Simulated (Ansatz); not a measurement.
**MgBr radical: single points off equilibrium**

The atoms stand at a structure displaced at random from a GFN2-xTB minimum. How far do the functionals agree with CCSD(T) there?

Program: Ansatz 0.2.0, Gaussian basis. Level of theory: single points in def2-TZVPP. These are calculated values, not measurements.

Cores are frozen in the correlated methods. Filled d shells of the heavier atoms are correlated. The outer core shell of Li, Na, Mg and K is correlated. Orbitals are unrestricted. B3LYP uses VWN-RPA correlation.

## Step 1: Starting geometry

SMILES `[Mg][Br]`, 2 atoms, charge 0, spin multiplicity 2.

Atoms are counted from 1 here; the program's logs count them from 0.

Bond lengths: Mg1–Br2 2.439 Å.

Coordinates:

```xyz
2

Mg   -1.02370    0.30970   -0.55180
Br    1.06190   -0.37300    0.51360
```

## Step 2: CCSD(T)/def2-TZVPP

The input, run/in.yaml:

```yaml
crystal:
  periodic: [false, false, false]
  atoms:
    - {symbol: Mg, position_ang: [-1.023700, 0.309700, -0.551800]}
    - {symbol: Br, position_ang: [1.061900, -0.373000, 0.513600]}
basis:
  gaussian: {orbitals: def2-TZVPP}
magnetization: {spin_polarized: true, initial_magnetization: 1}
correlation: {method: ccsd_t}
scf: {omitted_lower_state_checks: [cluster_reference]}
output: {forces: true}
```

The command line of these runs was not kept.

## Step 3: PBE0-D4/def2-TZVPP

run/in.yaml: that of step 2 with these lines changed.

```diff
@@ -8,4 +8,3 @@
 magnetization: {spin_polarized: true, initial_magnetization: 1}
-correlation: {method: ccsd_t}
-scf: {omitted_lower_state_checks: [cluster_reference]}
-output: {forces: true}
+hamiltonian: {xc: pbe0, dispersion: d4}
+output: {forces: true, orbitals: {seedname: orbitals}}
```

## Step 4: wB97M-V/def2-TZVPP

run/in.yaml: that of step 3 with these lines changed.

```diff
@@ -8,3 +8,3 @@
 magnetization: {spin_polarized: true, initial_magnetization: 1}
-hamiltonian: {xc: pbe0, dispersion: d4}
-output: {forces: true, orbitals: {seedname: orbitals}}
+hamiltonian: {xc: {name: wB97M-V}}
+output: {forces: true}
```

## Step 5: r2SCAN-D4/def2-TZVPP

run/in.yaml: that of step 4 with these lines changed.

```diff
@@ -8,3 +8,3 @@
 magnetization: {spin_polarized: true, initial_magnetization: 1}
-hamiltonian: {xc: {name: wB97M-V}}
+hamiltonian: {xc: r2scan, dispersion: d4}
 output: {forces: true}
```

## Step 6: PBE-D4/def2-TZVPP

run/in.yaml: that of step 5 with these lines changed.

```diff
@@ -8,3 +8,3 @@
 magnetization: {spin_polarized: true, initial_magnetization: 1}
-hamiltonian: {xc: r2scan, dispersion: d4}
+hamiltonian: {xc: pbe, dispersion: d4}
 output: {forces: true}
```

## Step 7: B3LYP-D4/def2-TZVPP

run/in.yaml: that of step 6 with these lines changed.

```diff
@@ -8,3 +8,3 @@
 magnetization: {spin_polarized: true, initial_magnetization: 1}
-hamiltonian: {xc: pbe, dispersion: d4}
+hamiltonian: {xc: {name: B3LYP}, dispersion: d4}
 output: {forces: true}
```

## Step 8: BHLYP-D4/def2-TZVPP

run/in.yaml: that of step 7 with these lines changed.

```diff
@@ -8,3 +8,3 @@
 magnetization: {spin_polarized: true, initial_magnetization: 1}
-hamiltonian: {xc: {name: B3LYP}, dispersion: d4}
+hamiltonian: {xc: {name: BHLYP}, dispersion: d4}
 output: {forces: true}
```

(Steps that only read results are left out.)

Before running it: what results should come out? Wanted: energy less free atoms, CCSD(T)/def2-TZVPP; RMS force component; RMS force error; HOMO and LUMO, PBE0-D4; T1 diagnostic.

As calculated:

| quantity | value |
| --- | --- |
| energy less free atoms, CCSD(T)/def2-TZVPP | -257.6 kJ/mol |
| RMS force component | 0.234 to 0.334 eV/Å over the methods |
| RMS force error | PBE0-D4 0.007, wB97M-V 0.021, r2SCAN-D4 0.008, PBE-D4 0.078, B3LYP-D4 0.062, BHLYP-D4 0.022 eV/Å |
| HOMO and LUMO, PBE0-D4 | -5.86 and -3.00 eV |
| T1 diagnostic | 0.008 |

**Reading.** Against CCSD(T) the functionals' energies less atoms differ by -46.1 to +7.5 kJ/mol, PBE-D4 by -22.5 kJ/mol. The reference is not at the basis limit: in triple zeta CCSD(T) underbinds, which counts against methods that bind more; the gaps are no ranking. On forces the order runs from PBE0-D4 to PBE-D4. Frozen-core CCSD(T) forces in triple zeta carry basis errors of their own, and this is one geometry, so small gaps rank nothing.
